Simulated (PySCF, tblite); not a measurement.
**C6H7FO2: a rotation path, then NMR shifts on frames**

How do NMR shifts of C6H7FO2 (`COC(=O)C1=C[C@H]1CF`) change as the atoms move?

Computed with tblite 0.8.0 and PySCF 2.14.0, with density-fitted response routines of our own, on a single molecule in the gas phase. Atoms are numbered from 0 throughout.

### 1 Starting geometry

16 atoms, charge 0, multiplicity 1; geometry from: GFN2-xTB.

Bonds of the start (Å): C0–O1 1.42, O1–C2 1.34, C2–O3 1.21, C2–C4 1.45, C4–C5 1.31, C5–C6 1.50, C6–C7 1.51, C7–F8 1.38, C6–C4 1.50, C0–H9 1.09, C0–H10 1.09, C0–H11 1.09, C5–H12 1.06, C6–H13 1.09, C7–H14 1.10, C7–H15 1.09.

### 2 The rotation path with GFN2-xTB

Job settings and geometry (Å):

```
{"job": {"kind": "neb", "xc": "GFN2-xTB", "basis": "xTB", "atoms": [5, 6, 7, 8], "turn": 120}, "charge": 0, "multiplicity": 1}
C      2.867030     0.779018    -0.181544
O      1.469438     0.545502    -0.272235
C      1.080296    -0.736255    -0.226494
O      1.830815    -1.672795    -0.116014
C     -0.364469    -0.843450    -0.328488
C     -1.451824    -1.568413    -0.375796
C     -1.657233    -0.082232    -0.438306
C     -2.197536     0.659491     0.760704
F     -3.574690     0.610120     0.776427
H      3.205653     0.641374     0.847615
H      3.027656     1.806860    -0.496746
H      3.409740     0.085043    -0.826570
H     -1.935295    -2.513887    -0.374445
H     -1.932924     0.369374    -1.386391
H     -1.928572     1.720680     0.731341
H     -1.855683     0.208516     1.697982
```

Method: GFN2-xTB climbing-image nudged elastic band, gas phase.

Started as:

```bash
> OMP_NUM_THREADS=1 python probes_run.py task.json out
```

One launch serves the whole session: the jobs run in the order shown.

The program printed:

```text
image   E - E0 / eV
  0      -0.0000
  1       0.0078
  2       0.0232
  3       0.0393
  4       0.0483
  5       0.0467
  6       0.0373
  7       0.0270
  8       0.0197
```

It took 2.4 s on 1 thread of Intel Xeon Platinum 8488C, shared host; peak memory 0.19 GiB.

The final band, with the dihedral C5–C6–C7–F8:

```
image  dihedral (°)  energy (eV)  energy (kcal/mol)
    0           -85        0.000                0.0
    1           -70        0.008                0.2
    2           -56        0.023                0.5
    3           -41        0.039                0.9
    4           -27        0.048                1.1
    5           -13        0.047                1.1
    6             2        0.037                0.9
    7            16        0.027                0.6
    8            28        0.020                0.5
```

### 3 Shielding tensors: image 0, PBE0/pcSseg-1

Job settings and geometry (Å):

```
{"job": {"kind": "nmr", "xc": "PBE0", "basis": "pcSseg-1", "pop": false}, "charge": 0, "multiplicity": 1}
C      2.867000     0.779000    -0.181500
O      1.469400     0.545500    -0.272200
C      1.080300    -0.736300    -0.226500
O      1.830800    -1.672800    -0.116000
C     -0.364500    -0.843400    -0.328500
C     -1.451800    -1.568400    -0.375800
C     -1.657200    -0.082200    -0.438300
C     -2.197500     0.659500     0.760700
F     -3.574700     0.610100     0.776400
H      3.205700     0.641400     0.847600
H      3.027700     1.806900    -0.496700
H      3.409700     0.085000    -0.826600
H     -1.935300    -2.513900    -0.374400
H     -1.932900     0.369400    -1.386400
H     -1.928600     1.720700     0.731300
H     -1.855700     0.208500     1.698000
```

Method: GIAO PBE0/pcSseg-1 NMR shielding, non-relativistic, gas phase.

The program printed:

```text
coarse grid: 14120 points
cycle   1  E = -482.2234277428  dE =  1.609e+00  |g| = 9.570e-01  |ddm| = 3.652e+00
cycle   2  E = -481.8470304759  dE =  3.764e-01  |g| = 1.726e+00  |ddm| = 2.157e+00
cycle   3  E = -482.3704181987  dE = -5.234e-01  |g| = 3.201e-01  |ddm| = 1.616e+00
cycle   4  E = -482.3884893793  dE = -1.807e-02  |g| = 9.718e-02  |ddm| = 2.837e-01
cycle   5  E = -482.3900006600  dE = -1.511e-03  |g| = 2.395e-02  |ddm| = 7.203e-02
cycle   6  E = -482.3901214291  dE = -1.208e-04  |g| = 6.638e-03  |ddm| = 2.908e-02
cycle   7  E = -482.3901294653  dE = -8.036e-06  |g| = 2.313e-03  |ddm| = 8.178e-03
final grid: 138872 points
cycle   8  E = -482.4714658240  dE = -2.291e-05  |g| = 1.437e-02  |ddm| = 4.230e-02
cycle   9  E = -482.4714018103  dE =  6.401e-05  |g| = 2.325e-02  |ddm| = 3.066e-02
cycle  10  E = -482.4715041921  dE = -1.024e-04  |g| = 2.982e-03  |ddm| = 2.047e-02
cycle  11  E = -482.4715058141  dE = -1.622e-06  |g| = 5.194e-04  |ddm| = 2.095e-03
cycle  12  E = -482.4715058583  dE = -4.427e-08  |g| = 1.771e-04  |ddm| = 5.128e-04
cycle  13  E = -482.4715058637  dE = -5.377e-09  |g| = 8.251e-05  |ddm| = 2.130e-04
cycle  14  E = -482.4715058652  dE = -1.513e-09  |g| = 1.936e-05  |ddm| = 9.281e-05
cycle  15  E = -482.4715058653  dE = -8.276e-11  |g| = 5.210e-06  |ddm| = 2.585e-05
converged SCF energy = -482.4715058653

GIAO shielding tensors (ppm)
atom      isotropic    diamagn.    paramagn.     s11        s22        s33       span
  0 C      133.408     242.048    -108.640    102.366    119.590    178.268     75.901
  1 O      130.651     404.457    -273.806    -67.809    225.748    234.013    301.822
  2 C       21.449     250.850    -229.401    -69.120     62.965     70.503    139.623
  3 O     -132.045     403.430    -535.475   -458.507   -253.270    315.643    774.149
  4 C       63.120     248.378    -185.258    -68.314     99.750    157.925    226.239
  5 C       43.055     256.995    -213.940    -90.963     39.452    180.676    271.639
  6 C      161.134     247.645     -86.510    114.900    140.553    227.950    113.050
  7 C       92.555     244.476    -151.920     58.318     81.885    137.464     79.146
  8 F      416.794     465.771     -48.977    379.615    408.587    462.180     82.566
  9 H       27.931      28.073      -0.142     23.897     25.782     34.113     10.215
 10 H       27.870      27.961      -0.091     23.950     26.453     33.206      9.255
 11 H       27.183      27.364      -0.182     23.576     25.528     32.444      8.868
 12 H       23.166      33.314     -10.148     19.791     24.250     25.456      5.665
 13 H       29.435      30.313      -0.878     24.609     27.071     36.627     12.018
 14 H       26.419      29.579      -3.159     21.483     27.865     29.910      8.427
 15 H       27.983      29.202      -1.220     23.538     29.300     31.109      7.571
```

It took 26 s on 1 thread of Intel Xeon Platinum 8488C, shared host; peak memory 0.83 GiB.

Shifts follow as δ = σ(reference) − σ, with reference shieldings (ppm) from runs at the same level and on the same kind of geometry: 1H TMS 31.72, 13C TMS 186.9, 19F CFCl3 170.9, 17O H2O 336.1. The references are single molecules in the gas phase, so shifts against H2O, NH3, PH3, H3PO4 or CFCl3 are not on the usual liquid scales and can be off by tens of ppm. Each atom is listed at this fixed geometry, with no averaging over motion; a spectrum would average atoms that exchange fast.

```
atoms                               environment  σ (ppm)  δ (ppm)
   C2                     ester carbonyl carbon     21.4    165.5
   C5                β carbon of a C=C–C=O unit     43.1    143.9
   C4                α carbon of a C=C–C=O unit     63.1    123.8
   C7                       sp3 CH2 bonded to F     92.6     94.4
   C0                 methyl carbon bonded to O    133.4     53.5
   C6                three-membered-ring carbon    161.1     25.8
  H12  hydrogen on a β carbon of a C=C–C=O unit    23.17     8.55
  H14        hydrogen on an sp3 CH2 bonded to F    26.42     5.30
  H11   hydrogen on a methyl carbon bonded to O    27.18     4.53
  H10   hydrogen on a methyl carbon bonded to O    27.87     3.85
   H9   hydrogen on a methyl carbon bonded to O    27.93     3.79
  H15        hydrogen on an sp3 CH2 bonded to F    27.98     3.73
  H13  hydrogen on a three-membered-ring carbon    29.44     2.28
   O3                     ester carbonyl oxygen   -132.0    468.1
   O1                       ester alkoxy oxygen    130.7    205.4
   F8                 fluorine on an sp3 carbon    416.8   -245.8
```

Ring of atoms C4, C5, C6: NICS(0) -28.3, NICS(1) -6.8, NICS(1)zz -14.1 ppm (means of both faces).

In rings of three or four atoms NICS is ruled by the nearby σ bonds, so it says little on aromaticity.

### 4 NMR shieldings: image 2, PBE0/pcSseg-1

Job settings and geometry (Å):

```
{"job": {"kind": "nmr", "xc": "PBE0", "basis": "pcSseg-1", "pop": false}, "charge": 0, "multiplicity": 1}
C      2.881700     0.736400    -0.144000
O      1.482300     0.528600    -0.255300
C      1.070500    -0.746600    -0.226100
O      1.803200    -1.697000    -0.115700
C     -0.374600    -0.824200    -0.349400
C     -1.476400    -1.523200    -0.424200
C     -1.650500    -0.031300    -0.468100
C     -2.201700     0.693200     0.739700
F     -3.423200     0.170700     1.112000
H      3.200300     0.584400     0.888800
H      3.064000     1.763400    -0.448700
H      3.422600     0.038400    -0.785400
H     -1.985100    -2.455200    -0.449100
H     -1.902400     0.432000    -1.416300
H     -2.374100     1.751900     0.524600
H     -1.544300     0.587200     1.608200
```

With the program's defaults for keys left out, this is: GIAO PBE0/pcSseg-1 NMR shielding, non-relativistic, gas phase.

The program printed:

```text
coarse grid: 14120 points
cycle   1  E = -482.2218861903  dE =  1.607e+00  |g| = 9.572e-01  |ddm| = 3.643e+00
cycle   2  E = -481.8442056237  dE =  3.777e-01  |g| = 1.728e+00  |ddm| = 2.117e+00
cycle   3  E = -482.3689053115  dE = -5.247e-01  |g| = 3.204e-01  |ddm| = 1.597e+00
cycle   4  E = -482.3870122988  dE = -1.811e-02  |g| = 9.683e-02  |ddm| = 2.822e-01
cycle   5  E = -482.3885125618  dE = -1.500e-03  |g| = 2.376e-02  |ddm| = 7.154e-02
cycle   6  E = -482.3886315727  dE = -1.190e-04  |g| = 6.707e-03  |ddm| = 2.881e-02
cycle   7  E = -482.3886398281  dE = -8.255e-06  |g| = 2.302e-03  |ddm| = 8.514e-03
final grid: 138872 points
cycle   8  E = -482.4702081226  dE = -2.414e-05  |g| = 1.444e-02  |ddm| = 4.254e-02
cycle   9  E = -482.4701433919  dE =  6.473e-05  |g| = 2.336e-02  |ddm| = 3.063e-02
cycle  10  E = -482.4702469081  dE = -1.035e-04  |g| = 2.977e-03  |ddm| = 2.039e-02
cycle  11  E = -482.4702485285  dE = -1.620e-06  |g| = 5.246e-04  |ddm| = 2.112e-03
cycle  12  E = -482.4702485733  dE = -4.477e-08  |g| = 1.812e-04  |ddm| = 5.125e-04
cycle  13  E = -482.4702485790  dE = -5.715e-09  |g| = 8.228e-05  |ddm| = 2.143e-04
cycle  14  E = -482.4702485805  dE = -1.497e-09  |g| = 1.962e-05  |ddm| = 9.216e-05
cycle  15  E = -482.4702485806  dE = -8.720e-11  |g| = 5.248e-06  |ddm| = 2.621e-05
converged SCF energy = -482.4702485806

GIAO shielding tensors (ppm)
atom      isotropic    diamagn.    paramagn.     s11        s22        s33       span
  0 C      133.508     242.070    -108.562    102.529    119.651    178.345     75.816
  1 O      131.319     404.414    -273.096    -67.970    227.024    234.902    302.873
  2 C       21.520     251.011    -229.491    -69.087     63.046     70.601    139.688
  3 O     -133.221     403.369    -536.590   -461.669   -253.814    315.820    777.489
  4 C       62.291     248.289    -185.998    -69.174     99.475    156.571    225.745
  5 C       46.858     256.504    -209.646    -87.842     48.362    180.053    267.896
  6 C      162.060     248.524     -86.464    113.606    141.862    230.710    117.104
  7 C       93.659     243.721    -150.062     61.580     83.587    135.809     74.229
  8 F      419.211     466.879     -47.667    386.969    395.328    475.337     88.368
  9 H       27.931      28.060      -0.129     23.876     25.805     34.113     10.237
 10 H       27.886      27.960      -0.074     23.953     26.458     33.246      9.294
 11 H       27.188      27.368      -0.180     23.579     25.543     32.442      8.863
 12 H       23.312      33.172      -9.860     20.087     24.289     25.559      5.472
 13 H       29.410      30.498      -1.088     24.069     27.062     37.098     13.028
 14 H       26.472      28.926      -2.453     22.131     27.741     29.545      7.414
 15 H       27.798      29.527      -1.729     22.325     29.047     32.021      9.696
```

It took 24 s on 1 thread of Intel Xeon Platinum 8488C, shared host; peak memory 0.9 GiB.

This run: δ C2 165.4, C5 140.1, C4 124.6, C7 93.3, H12 8.40, H14 5.24 ppm.

(Part 1 of 2 ends here.)
